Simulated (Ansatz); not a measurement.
# O3W: the cost of one run

Method: the levels named in each step, in Ansatz 0.2.0.

### Step 1. The system as given

Bond lengths: O1–W2 1.718 Å, W2–O3 1.718 Å, W2–O4 1.718 Å. Angles: O1–W2–O3 120.0°, O1–W2–O4 120.0°, O3–W2–O4 120.0°.

As a file:

```xyz
4

O    -0.1879    1.7073   -0.0244
W     0.0000    0.0000   -0.0001
O     1.5726   -0.6911    0.0043
O    -1.3847   -1.0163    0.0202
```

### Step 2. A rough first relaxation, PBE-D4/def2-SVPD

input.yaml

```yaml
crystal:
  periodic: [false, false, false]
  atoms:
    - { symbol: O, position_ang: [-0.1879, 1.70727, -0.02439] }
    - { symbol: W, position_ang: [1.0e-05, 1.0e-05, -9.0e-05] }
    - { symbol: O, position_ang: [1.57261, -0.69107, 0.00432] }
    - { symbol: O, position_ang: [-1.38473, -1.01627, 0.02018] }
magnetization:
  spin_polarized: true
  initial_magnetization: 2
basis:
  gaussian: { orbitals: def2-SVPD }
hamiltonian:
  xc: pbe
  dispersion: d4
relax:
  f_tol: 0.03
  max_steps: 200
```

Run with:

```
$ ansatz run input.yaml --threads 4 --pin off --max-ram 10240MiB --backend cpu --events-out ev --progress --plain --runs-dir out
```

Q: Estimate wall time and peak memory on 4 threads of Arm Neoverse N1, shared host.

About 2.3 min, with a peak of 0.27 GiB.
